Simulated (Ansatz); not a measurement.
# TaN: the cost of one run

Computed with Ansatz 0.2.0 (DFT LDA, scalar-relativistic, plane waves, PAW, unless a step's input says otherwise).

3 further runs of the same task are left out: 1 that didn't finish, 2 set aside as unsound or not needed.

### 1 The structure to begin with

It takes space group Fm-3m (No. 225, cubic). Conventional cell: a = 4.349 Å, b = 4.349 Å, c = 4.349 Å, α = 90.00°, β = 90.00°, γ = 90.00°. Around Ta (site symmetry m-3m) lie 6 N at 2.17 Å. N (site symmetry m-3m) has 6 Ta at 2.17 Å as nearest neighbours.

As a file:

```cif
data_structure
_symmetry_space_group_name_H-M 'P 1'
_symmetry_Int_Tables_number 1
_cell_length_a 3.0755
_cell_length_b 3.0755
_cell_length_c 3.0755
_cell_angle_alpha 60.000
_cell_angle_beta 60.000
_cell_angle_gamma 60.000
_cell_volume 20.57
loop_
_atom_site_label
_atom_site_type_symbol
_atom_site_fract_x
_atom_site_fract_y
_atom_site_fract_z
_atom_site_occupancy
Ta1 Ta 0.50000 0.50000 0.50000 1
N1 N 0.00000 0.00000 0.00000 1
```

It is the result of an earlier relaxation at this level (volume 10.29 Å³/atom; gap on the mesh: none (metal)).

### 2 Relaxing at 5 GPa

What is minimised here is the enthalpy; the energy can go up as the cell is squeezed.

File input.yaml:

```yaml
crystal:
  lattice:
    - [0.0, 2.174715353, 2.174715353]
    - [2.174715353, 0.0, 2.174715353]
    - [2.174715353, 2.174715353, 0.0]
  atoms:
    - { symbol: Ta, position: [0.5, 0.5, 0.5] }
    - { symbol: "N", position: [0.0, 0.0, 0.0] }
basis:
  ecutwfc: 420
kpoints:
  mp_grid: { grid: [16, 16, 16] }
hamiltonian:
  xc: lda
scf:
  occupations: { method: fermi_dirac, width: 0.15 }
output:
  forces: true
  stress: true
  eigenvalues: true
relax:
  adjacent_minimum: "off"
  f_tol: 0.001
  max_steps: 60
  cell: { stress_tol: 0.02, p_target: 5.0 }
```

Started as:

```console
> ansatz run input.yaml --threads 1 --pin off --max-ram 3072MiB --backend cpu --events-out ev --progress --plain --runs-dir out
```

What time and memory should one allow on 1 thread of Intel Xeon Platinum 8259CL at 2.50GHz (Skylake/Cascade Lake), shared host?

About 26 s, with a peak of 0.38 GiB.
